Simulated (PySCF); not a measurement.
# FeF3−: ligand-field states, part 1 of 2

Wanted: ligand-field states for FeF3−.

Computed with PySCF 2.14.0 and routines of our own; the level stands in each step. Atoms count from 0.

## 1. The starting structure

4 atoms, charge -1, states of the metal's open shell are computed; geometry from: model geometry, bond lengths from ionic radii.

## 2. Ligand-field states: state-averaged CASSCF

The job: settings as JSON, then the geometry in Å.

```
{"job": {"kind": "lf", "basis": {"metal": "x2c-TZVPall", "ligand": "x2c-SVPall"}, "nevpt": true}, "charge": -1, "metal": "Fe", "open_shell": "d6"}
Fe     0.000000     0.000000     0.000000
F      1.900000     0.000000     0.000000
F     -0.950000     1.645448     0.000000
F     -0.950000    -1.645448     0.000000
```

Method: state-averaged CASSCF of the metal d shell, SC-NEVPT2 on the averaged canonical orbitals, state-interaction spin-orbit coupling.

Command:

```console
> OMP_NUM_THREADS=1 python lf_run.py task.json out
```

One launch serves the whole session: the jobs run in the order shown.

The program printed:

```text
basis functions 90, electrons 54, active (6e, 5o)
stage 1: DIIS on the effective Fock matrix, level shift 0.30
cycle   1  E = -1564.8126755014  dE = -1.565e+03  max|g| = 3.373e+00
cycle   2  E = -1568.0449004659  dE = -3.232e+00  max|g| = 2.012e+00
cycle   3  E = -1569.2407061313  dE = -1.196e+00  max|g| = 1.381e+00
cycle   4  E = -1569.6743560866  dE = -4.336e-01  max|g| = 1.703e-01
cycle   5  E = -1569.6968884401  dE = -2.253e-02  max|g| = 7.150e-02
cycle   6  E = -1569.7022275275  dE = -5.339e-03  max|g| = 3.181e-02
cycle   7  E = -1569.7038300455  dE = -1.603e-03  max|g| = 1.771e-02
cycle   8  E = -1569.7039685979  dE = -1.386e-04  max|g| = 9.308e-03
cycle   9  E = -1569.7040840449  dE = -1.154e-04  max|g| = 4.879e-03
cycle  10  E = -1569.7041151031  dE = -3.106e-05  max|g| = 1.978e-03
cycle  11  E = -1569.7041210363  dE = -5.933e-06  max|g| = 1.032e-03
cycle  12  E = -1569.7041228009  dE = -1.765e-06  max|g| = 6.184e-04
cycle  13  E = -1569.7041233059  dE = -5.050e-07  max|g| = 4.594e-04
cycle  14  E = -1569.7041235606  dE = -2.547e-07  max|g| = 2.156e-04
cycle  15  E = -1569.7041236426  dE = -8.196e-08  max|g| = 1.513e-04
cycle  16  E = -1569.7041236660  dE = -2.339e-08  max|g| = 9.500e-05
cycle  17  E = -1569.7041236724  dE = -6.398e-09  max|g| = 6.863e-05
cycle  18  E = -1569.7041236765  dE = -4.139e-09  max|g| = 4.850e-05
cycle  19  E = -1569.7041236782  dE = -1.657e-09  max|g| = 3.565e-05
cycle  20  E = -1569.7041236793  dE = -1.094e-09  max|g| = 2.502e-05
cycle  21  E = -1569.7041236796  dE = -3.215e-10  max|g| = 2.047e-05
cycle  22  E = -1569.7041236798  dE = -2.178e-10  max|g| = 1.639e-05
cycle  23  E = -1569.7041236799  dE = -1.194e-10  max|g| = 1.432e-05
cycle  24  E = -1569.7041236800  dE = -1.007e-10  max|g| = 1.292e-05
cycle  25  E = -1569.7041236801  dE = -4.775e-11  max|g| = 1.116e-05
cycle  26  E = -1569.7041236801  dE = -3.092e-11  max|g| = 9.995e-06
converged average energy = -1569.7041236801

 mult deg   label        CASSCF/cm-1   NEVPT2/cm-1
   5   1   5A1'                0.0           0.0
   5   2   5E''             2354.3        3443.7
   5   2   5E'             10432.9       12744.6
   3   1   3A2''           22661.3       21100.2
   3   1   3A1''           22664.5       21128.7
   3   2   3E'             23388.8       21926.9
   3   2   3E'             23101.6       22029.9
   3   2   3E''            25221.5       22649.9
   3   2   3E''            23520.9       23533.9
   3   2   3E'             26293.1       24256.5
   3   1   3A2'            25495.9       24375.5
   3   2   3E''            25514.6       24878.9
   3   1   3A2'            27158.3       25515.2
   3   2   3E''            27825.4       25806.7
   3   1   3A1'            29186.7       27078.1
   3   1   3A2''           29186.4       27619.7
   3   1   3A1''           29406.6       27781.5
   3   1   3A2'            31401.6       30232.7
   1   1   1A1'            32210.8       30774.3
   1   1   1A2'            32216.1       30781.5
   1   1   1A1'            34306.7       31880.7
   3   2   3E''            33367.6       32326.6
   1   2   1E''            34767.8       32521.9
   1   2   1E''            33997.9       33401.4
   1   2   1E'             35733.0       33989.8
   3   2   3E'             34580.7       34596.6
   3   1   3A2''           34795.8       34870.2
   3   1   3A1''           34774.5       34907.2
   1   2   1E'             35498.7       35093.9
   1   1   1A1''           38523.1       35473.4
   1   1   1A2''           38666.6       35564.3
   1   1   1A2''           36248.7       35682.0
   1   1   1A1''           36363.7       35715.6
   1   2   1E'             41354.6       35771.6
   3   2   3E'             35762.7       35857.8
   3   2   3E''            40091.1       37452.6
   1   1   1A1'            41446.1       37621.4
   1   2   1E'             39475.1       38284.2
   1   1   1A1'            39757.8       38955.1
   1   2   1E''            39650.3       39010.3
   1   2   1E'             40518.3       39440.2
   3   2   3E'             41802.8       40280.4
   3   1   3A1'            43084.2       41509.2
   1   2   1E''            47164.3       42538.3
   1   1   1A2''           47312.8       42772.6
   1   1   1A1''           47363.0       42808.1
   1   1   1A1'            52950.2       49615.9
   1   2   1E'             54527.3       50119.4
   3   1   3A2''           58033.6       52140.4
   3   1   3A1''           58056.2       52147.2
   1   2   1E''            57610.7       53812.4
   3   2   3E''            60115.2       54290.1
   3   1   3A2'            61224.9       54444.3
   1   1   1A2'            58718.5       55165.6
   3   2   3E'             64168.5       58745.3
   1   2   1E'             68920.4       62321.9
   1   1   1A1'            70706.3       63199.5
   1   2   1E''            72035.7       65698.5
   1   1   1A1''           71711.2       66206.0
   1   1   1A2''           71960.9       66443.3

spin-orbit levels / cm-1
      0.00  x1  5A1' 0.99
      9.53  x2  5A1' 0.99
     38.25  x2  5A1' 0.99
   3288.58  x2  5E'' 1.00
   3400.88  x2  5E'' 0.99
   3508.08  x2  5E'' 0.99
   3595.51  x1  5E'' 1.00
   3631.20  x1  5E'' 0.99
   3714.69  x2  5E'' 0.99
  12384.44  x2  5E' 1.00
  12597.59  x1  5E' 1.00
  12597.74  x1  5E' 1.00
  12800.85  x2  5E' 1.00
  12995.15  x2  5E' 1.00
  13181.39  x1  5E' 1.00
  13181.55  x1  5E' 1.00
  20906.55  x2  3A2'' 0.48 3A1'' 0.41 3E' 0.10
  20983.85  x1  3A2'' 0.88 3E' 0.06 3E' 0.06
  21004.24  x1  3A1'' 0.87 3E' 0.07 3E' 0.06
  21199.45  x2  3A1'' 0.48 3A2'' 0.41 3E' 0.11
  21533.42  x2  3E' 0.90 3E'' 0.10
  21995.48  x2  3E' 0.81 3E'' 0.08 3A2'' 0.05
  22023.21  x2  3E' 0.97
  22134.93  x1  3E' 0.89 3E' 0.07 3A2'' 0.03
  22139.63  x1  3E' 0.87 3E' 0.09 3A1'' 0.03
  22140.81  x2  3E' 0.87 3A1'' 0.06 3A2'' 0.05
  22158.57  x1  3E'' 0.95
  22291.53  x1  3E'' 0.99
  22396.16  x1  3E' 0.86 3A2'' 0.08 3E' 0.04
  22400.21  x1  3E' 0.84 3A1'' 0.09 3E' 0.06
```

Run time: 7.8 s. Hardware: 1 thread of Arm Neoverse V1, shared host; peak memory 0.25 GiB.

From this job:

```
             quantity     value
spin-orbit constant ζ  397 cm⁻¹
```

Powder susceptibility:

```csv
T (K),χT (cm³ K/mol),μ(eff)
2,1.016,2.85
5,2.199,4.19
10,2.871,4.79
20,3.190,5.05
30,3.285,5.12
50,3.342,5.17
75,3.361,5.18
100,3.369,5.19
150,3.382,5.20
200,3.393,5.21
250,3.405,5.22
300,3.418,5.23
```

The fields below are evaluated on a grid from the run's orbitals.

The spin density lies nearest to Fe0 95 %.

## 3. Ligand-field states: state-averaged CASSCF (pyramidal angle at 95°)

The job: settings as JSON, then the geometry in Å.

```
{"job": {"kind": "lf", "basis": {"metal": "x2c-TZVPall", "ligand": "x2c-SVPall"}, "nevpt": true, "reuse": true}, "charge": -1, "metal": "Fe", "open_shell": "d6"}
Fe     0.000000     0.000000     0.000000
F      1.892770     0.000000    -0.165596
F     -0.946385     1.639187    -0.165596
F     -0.946385    -1.639187    -0.165596
```

Level: state-averaged CASSCF of the metal d shell, SC-NEVPT2 on the averaged canonical orbitals, state-interaction spin-orbit coupling.

The program printed:

```text
basis functions 90, electrons 54, active (6e, 5o)
start from the orbitals of the previous structure
stage 1: DIIS on the effective Fock matrix, level shift 0.30
cycle   1  E = -1569.5144503566  dE = -1.570e+03  max|g| = 6.061e-01
cycle   2  E = -1569.6849808759  dE = -1.705e-01  max|g| = 1.553e-01
cycle   3  E = -1569.6993937600  dE = -1.441e-02  max|g| = 4.705e-02
cycle   4  E = -1569.7002435885  dE = -8.498e-04  max|g| = 2.590e-02
cycle   5  E = -1569.7017817378  dE = -1.538e-03  max|g| = 1.677e-02
cycle   6  E = -1569.7024331949  dE = -6.515e-04  max|g| = 9.238e-03
cycle   7  E = -1569.7026166436  dE = -1.834e-04  max|g| = 4.476e-03
cycle   8  E = -1569.7026385000  dE = -2.186e-05  max|g| = 2.158e-03
cycle   9  E = -1569.7026460917  dE = -7.592e-06  max|g| = 1.644e-03
cycle  10  E = -1569.7026513047  dE = -5.213e-06  max|g| = 1.539e-03
...
cycle  32  E = -1569.7026561712  dE = -1.657e-09  max|g| = 4.105e-05
cycle  33  E = -1569.7026561715  dE = -3.095e-10  max|g| = 4.969e-05
cycle  34  E = -1569.7026561721  dE = -6.000e-10  max|g| = 5.243e-05
cycle  35  E = -1569.7026561731  dE = -1.024e-09  max|g| = 4.267e-05
cycle  36  E = -1569.7026561738  dE = -6.339e-10  max|g| = 3.304e-05
cycle  37  E = -1569.7026561740  dE = -2.726e-10  max|g| = 2.781e-05
cycle  38  E = -1569.7026561742  dE = -1.485e-10  max|g| = 2.252e-05
cycle  39  E = -1569.7026561743  dE = -1.125e-10  max|g| = 1.882e-05
cycle  40  E = -1569.7026561744  dE = -8.117e-11  max|g| = 1.795e-05
stage 2: quasi-Newton rotations from the point of smallest gradient
cycle  42  E = -1569.7026561747  dE = -3.060e-10  max|g| = 3.522e-06
converged average energy = -1569.7026561747

 mult deg   label        CASSCF/cm-1   NEVPT2/cm-1
   5   1   5A1                 0.0           0.0
   5   2   5E               2358.7        3432.7
   5   2   5E              10304.7       12592.8
   3   1   3A2             22523.5       20899.8
   3   1   3A1             22703.0       21160.8
   3   2   3E              22898.8       21881.2
   3   2   3E              23003.2       21897.7
   3   2   3E              25207.9       23238.5
   3   2   3E              23897.1       23350.3
   3   2   3E              25617.7       24343.2
   3   2   3E              26347.5       24503.8
   3   1   3A2             25613.2       24599.7
   3   1   3A2             27052.5       25419.4
   3   2   3E              27966.1       25921.1
   3   1   3A1             28831.1       26966.2
   3   1   3A1             29401.9       27581.8
   3   1   3A2             29475.6       27816.4
   3   1   3A2             31319.0       30149.0
   1   1   1A1             32044.2       30508.6
   1   1   1A2             32051.4       30531.5
   1   1   1A1             33941.7       31406.2
   3   2   3E              33195.7       32161.0
   1   2   1E              34507.5       32372.9
   1   2   1E              33899.3       33201.4
   1   2   1E              35718.0       33932.0
   3   2   3E              34464.6       34453.7
   3   1   3A1             34737.6       34780.1
   3   1   3A2             34702.6       34796.5
   1   2   1E              35593.6       35139.6
   1   1   1A1             36255.7       35601.0
   3   2   3E              35641.2       35690.4
   1   1   1A2             36360.3       35702.5
   1   1   1A2             38647.9       35784.7
   1   2   1E              41400.9       35827.2
   1   1   1A1             38963.8       36153.3
   3   2   3E              40026.4       37406.5
   1   1   1A1             41654.5       37861.2
   1   2   1E              39506.5       38534.5
   1   2   1E              39681.1       38871.1
   1   1   1A1             39685.3       38939.2
   1   2   1E              40517.1       39441.3
   3   2   3E              41723.2       40154.7
   3   1   3A1             42929.5       41323.2
   1   2   1E              47152.5       42504.8
   1   1   1A1             47233.7       42582.8
   1   1   1A2             47304.6       42634.0
   1   1   1A1             52769.6       49420.5
   1   2   1E              54445.9       50013.2
   3   1   3A2             58039.0       52096.7
   3   1   3A1             58044.3       52124.6
   1   2   1E              57510.7       53694.8
   3   2   3E              60087.6       54222.7
   3   1   3A2             61158.5       54361.7
   1   1   1A2             58561.5       54983.1
   3   2   3E              64070.0       58618.6
   1   2   1E              68804.8       62182.0
   1   1   1A1             70563.2       63235.6
   1   2   1E              71958.3       65617.4
   1   1   1A2             71649.2       66116.9
   1   1   1A1             71992.3       66314.4

spin-orbit levels / cm-1
      0.00  x1  5A1 0.99
      9.58  x2  5A1 0.99
     38.47  x2  5A1 0.99
   3279.48  x2  5E 1.00
   3391.03  x2  5E 0.99
   3497.35  x2  5E 0.99
   3583.75  x1  5E 1.00
   3619.49  x1  5E 0.99
   3701.77  x2  5E 0.99
  12234.94  x2  5E 1.00
  12446.83  x1  5E 1.00
  12447.24  x1  5E 1.00
  12649.25  x2  5E 1.00
  12842.70  x2  5E 1.00
  13028.21  x1  5E 1.00
  13028.36  x1  5E 1.00
  20806.39  x1  3A2 0.90 3E 0.06
  20809.20  x2  3A2 0.78 3A1 0.14 3E 0.06
  21042.58  x1  3A1 0.86 3E 0.11
  21154.08  x2  3A1 0.73 3A2 0.13 3E 0.12
  21661.22  x2  3E 0.77 3E 0.15
  21762.43  x2  3E 0.56 3E 0.39
  21957.02  x1  3E 0.90 3E 0.06
  21979.95  x1  3E 0.61 3E 0.37
  22057.32  x1  3E 0.84 3A2 0.07 3E 0.05
  22075.49  x1  3E 0.51 3E 0.33 3A1 0.11
  22080.07  x2  3E 0.67 3E 0.20 3A1 0.04
  22137.11  x2  3E 0.49 3E 0.44 3A1 0.03
  22817.43  x1  3E 0.91
  22918.43  x1  3E 0.95
```

It took 5.1 s on 1 thread of Arm Neoverse V1, shared host; peak memory 0.24 GiB.

From this job:

```
             quantity     value
spin-orbit constant ζ  397 cm⁻¹
```

Powder susceptibility:

| T (K) | χT (cm³ K/mol) | μ(eff) |
| --- | --- | --- |
| 2 | 1.011 | 2.84 |
| 20 | 3.189 | 5.05 |
| 100 | 3.370 | 5.19 |
| 300 | 3.418 | 5.23 |

## 4. Ligand-field states: state-averaged CASSCF (pyramidal angle at 100°)

The job: settings as JSON, then the geometry in Å.

```
{"job": {"kind": "lf", "basis": {"metal": "x2c-TZVPall", "ligand": "x2c-SVPall"}, "nevpt": true, "reuse": true}, "charge": -1, "metal": "Fe", "open_shell": "d6"}
Fe     0.000000     0.000000     0.000000
F      1.871135     0.000000    -0.329932
F     -0.935567     1.620450    -0.329932
F     -0.935567    -1.620450    -0.329932
```

Method: state-averaged CASSCF of the metal d shell, SC-NEVPT2 on the averaged canonical orbitals, state-interaction spin-orbit coupling.

The program printed:

```text
basis functions 90, electrons 54, active (6e, 5o)
start from the orbitals of the previous structure
stage 1: DIIS on the effective Fock matrix, level shift 0.30
cycle   1  E = -1569.5101633363  dE = -1.570e+03  max|g| = 5.682e-01
cycle   2  E = -1569.6804668808  dE = -1.703e-01  max|g| = 1.539e-01
cycle   3  E = -1569.6949288304  dE = -1.446e-02  max|g| = 4.503e-02
cycle   4  E = -1569.6957120499  dE = -7.832e-04  max|g| = 2.354e-02
cycle   5  E = -1569.6972882592  dE = -1.576e-03  max|g| = 1.574e-02
cycle   6  E = -1569.6979604237  dE = -6.722e-04  max|g| = 1.063e-02
cycle   7  E = -1569.6981766319  dE = -2.162e-04  max|g| = 4.454e-03
cycle   8  E = -1569.6982059301  dE = -2.930e-05  max|g| = 2.501e-03
cycle   9  E = -1569.6982130447  dE = -7.115e-06  max|g| = 1.807e-03
cycle  10  E = -1569.6982197579  dE = -6.713e-06  max|g| = 1.811e-03
...
cycle  32  E = -1569.6982270744  dE = -1.585e-09  max|g| = 7.623e-05
cycle  33  E = -1569.6982270734  dE =  1.011e-09  max|g| = 9.048e-05
cycle  34  E = -1569.6982270762  dE = -2.848e-09  max|g| = 7.935e-05
cycle  35  E = -1569.6982270838  dE = -7.553e-09  max|g| = 3.744e-05
cycle  36  E = -1569.6982270856  dE = -1.768e-09  max|g| = 3.277e-05
cycle  37  E = -1569.6982270861  dE = -5.302e-10  max|g| = 3.555e-05
cycle  38  E = -1569.6982270865  dE = -3.658e-10  max|g| = 2.919e-05
cycle  39  E = -1569.6982270868  dE = -3.622e-10  max|g| = 2.998e-05
cycle  40  E = -1569.6982270871  dE = -2.785e-10  max|g| = 2.688e-05
stage 2: quasi-Newton rotations from the point of smallest gradient
cycle  42  E = -1569.6982270877  dE = -5.778e-10  max|g| = 5.347e-06
converged average energy = -1569.6982270877

 mult deg   label        CASSCF/cm-1   NEVPT2/cm-1
   5   1   5A1                 0.0           0.0
   5   2   5E               2366.3        3395.1
   5   2   5E               9926.6       12142.8
   3   1   3A2             22161.6       20347.7
   3   2   3E              22358.4       21192.0
   3   1   3A1             22814.8       21331.3
   3   2   3E              22735.5       21537.6
   3   2   3E              24089.7       23301.1
   3   2   3E              25103.1       23715.3
   3   2   3E              26053.7       24390.2
   3   2   3E              26417.0       24778.7
   3   1   3A2             26788.8       25077.3
   3   1   3A2             25891.7       25193.1
   3   2   3E              28348.2       26313.3
   3   1   3A1             28310.6       26401.9
   3   1   3A1             29508.9       27691.6
   3   1   3A2             29598.6       27877.5
   1   1   1A1             31425.2       29421.9
   3   1   3A2             31077.2       29906.4
   1   1   1A2             31622.3       29913.2
   1   1   1A1             33383.1       30977.0
   3   2   3E              32690.8       31665.0
   1   2   1E              33528.0       32261.5
   1   2   1E              34067.4       32323.3
   3   2   3E              34118.7       34032.4
   1   2   1E              35634.2       34132.2
   3   1   3A2             34505.7       34483.4
   3   1   3A1             34563.0       34516.0
   1   2   1E              35731.5       34957.8
   3   2   3E              35295.1       35219.4
   1   1   1A1             36213.4       35410.1
   1   1   1A2             36344.2       35657.9
   1   2   1E              41565.1       36180.8
   1   1   1A2             38913.0       36527.3
   3   2   3E              39810.8       37237.7
   1   1   1A1             39354.2       37397.7
   1   1   1A1             39579.0       38423.1
   1   2   1E              39444.0       38575.4
   1   1   1A1             42249.6       38762.1
   1   2   1E              39731.3       38835.2
   1   2   1E              40549.8       39410.0
   3   2   3E              41499.5       39795.2
   3   1   3A1             42473.9       40774.7
   1   1   1A1             47040.3       42048.8
   1   1   1A2             47174.6       42176.7
   1   2   1E              47124.6       42418.5
   1   1   1A1             52228.7       48831.3
   1   2   1E              54205.8       49704.9
   3   1   3A2             57990.6       51952.1
   3   1   3A1             58074.3       52078.6
   1   2   1E              57210.8       53346.7
   3   2   3E              60002.0       54020.2
   3   1   3A2             60962.3       54116.8
   1   1   1A2             58096.0       54442.3
   3   2   3E              63781.9       58246.5
   1   2   1E              68460.9       61761.1
   1   1   1A1             70153.4       63118.6
   1   2   1E              71723.3       65377.9
   1   1   1A2             71461.0       65847.9
   1   1   1A1             72043.1       66104.5

spin-orbit levels / cm-1
      0.00  x1  5A1 0.99
      9.72  x2  5A1 0.99
     39.02  x2  5A1 0.99
   3247.84  x2  5E 1.00
   3356.90  x2  5E 0.99
   3460.42  x2  5E 0.99
   3543.64  x1  5E 1.00
   3579.72  x1  5E 0.99
   3658.42  x2  5E 0.99
  11793.50  x2  5E 1.00
  12001.45  x1  5E 1.00
  12001.79  x1  5E 1.00
  12200.33  x2  5E 1.00
  12390.71  x2  5E 1.00
  12573.56  x1  5E 1.00
  12573.69  x1  5E 1.00
  20262.07  x1  3A2 0.91 3E 0.07
  20301.37  x2  3A2 0.90 3E 0.07
  21007.00  x2  3E 0.76 3E 0.16 3A1 0.07
  21074.00  x1  3A1 0.56 3E 0.24 3E 0.20
  21143.51  x2  3E 0.59 3A1 0.19 3E 0.14
  21320.62  x2  3A1 0.47 3E 0.27 3E 0.24
  21373.82  x1  3E 0.71 3E 0.18 3A1 0.09
  21374.32  x1  3E 0.91 3A2 0.07
  21563.26  x1  3E 0.97
  21674.70  x2  3E 0.78 3E 0.19
  21774.38  x1  3E 0.61 3A1 0.33 3E 0.03
  21778.80  x2  3E 0.65 3A1 0.25 3E 0.08
  23269.16  x2  3E 0.83 3E 0.12
  23284.79  x1  3E 0.76 3E 0.18
```

It took 5.1 s on 1 thread of Arm Neoverse V1, shared host; peak memory 0.24 GiB.

From this job:

```csv
quantity,value
spin-orbit constant ζ,398 cm⁻¹
```

Powder susceptibility:

```
T (K)  χT (cm³ K/mol)  μ(eff)
    2           0.998    2.83
   20           3.188    5.05
  100           3.373    5.19
  300           3.421    5.23
```

(Continued in part 2 of 2.)
